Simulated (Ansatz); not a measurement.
Task: a relaxed scan of one distance of CH₄GeO, SMILES O=[CH][GeH3], with Ansatz 0.2.0 through its Python package. Give the script and its output. Use (for the species named): B3LYP, def2-SVP basis, multiplicity 1.

```xyz
7

O    -0.0885   -1.8048    1.0555
C    -0.4608   -1.0669    0.0939
Ge    0.2436    0.7018   -0.1060
H    -1.0817   -1.4308   -0.6470
H    -0.2900    1.3544   -1.3912
H    -0.1082    1.5678    1.1432
H     1.8468    0.6104   -0.1940
```

`ch4geo.py`
```python
import ansatz as az
import numpy as np

BASIS = 'def2-SVP'
FUNCTIONAL = 'B3LYP'


def main() -> None:
    geometry_ang = [
        ('O', (-0.0885, -1.8048, 1.0555)),
        ('C', (-0.4608, -1.0669, 0.0939)),
        ('Ge', (0.2436, 0.7018, -0.106)),
        ('H', (-1.0817, -1.4308, -0.647)),
        ('H', (-0.29, 1.3544, -1.3912)),
        ('H', (-0.1082, 1.5678, 1.1432)),
        ('H', (1.8468, 0.6104, -0.194)),
    ]
    mol = az.Crystal.molecule()
    for symbol, xyz in geometry_ang:
        mol = mol.atom(symbol, xyz)

    job = mol.calculation().basis(gaussian=BASIS).functional(FUNCTIONAL)
    symbols = [site.symbol for site in mol.cartesian_sites]
    pairs = [(0, 1), (1, 2), (1, 3), (2, 4), (2, 5), (2, 6)]
    print('held (A)   E (eV)        ', '  '.join(f'{symbols[i]}{i}-{symbols[j]}{j}' for i, j in pairs))
    for length in [1.48, 1.61, 1.74, 1.93, 2.17]:
        summary = job.relax(constraints=[az.DistanceConstraint((2, 6), at=length)], force_tolerance=0.02, max_steps=60).run(threads=1, pin='off').report
        xyz = np.array(summary['positions_ang'])
        print(f'{length:6.2f} {summary["free_energy_ev"]:14.5f}  ', '  '.join(f'{np.linalg.norm(xyz[i] - xyz[j]):.3f}' for i, j in pairs))


if __name__ == '__main__':
    main()
```

`python ch4geo.py` gives:
```text
held (A)   E (eV)         O0-C1  C1-Ge2  C1-H3  Ge2-H4  Ge2-H5  Ge2-H6
DeckWarning: relax.constraints: the input's atoms, or those drawn, lie off the distances that are held; a relaxation that starts there is brought onto them ahead of its first SCF, by positions alone, an atom by 6.41e-2 Å at the most. With the symmetry detection on, the symmetry is detected on the input's atoms as so brought (as typed, where only the drawn atoms reach the distances), and notices that speak of the structure as typed mean those atoms
  1.48   -59658.12751   1.204  2.019  1.127  1.544  1.543  1.480
  1.61   -59658.12071   1.203  2.020  1.127  1.544  1.540  1.610
  1.74   -59657.92191   1.203  2.017  1.127  1.544  1.537  1.740
  1.93   -59657.43744   1.203  2.016  1.126  1.544  1.537  1.930
  2.17   -59656.72726   1.202  2.015  1.125  1.543  1.538  2.170
```
(Warnings from the package without file and line, repeats left out.)

Notes:
- The settings weren't tested for convergence.
- The energies are electronic: no zero-point or thermal terms, and the basis set is short of its limit.
- b3lyp holds the VWN-RPA fit, as in Gaussian; the form of ORCA and Turbomole is b3lyp5.
- Timing: 5.3 min on 1 thread of Intel(R) Xeon(R) Platinum 8259CL CPU @ 2.50GHz (Skylake/Cascade Lake), with other jobs on the host, peak memory 0.24 GiB.
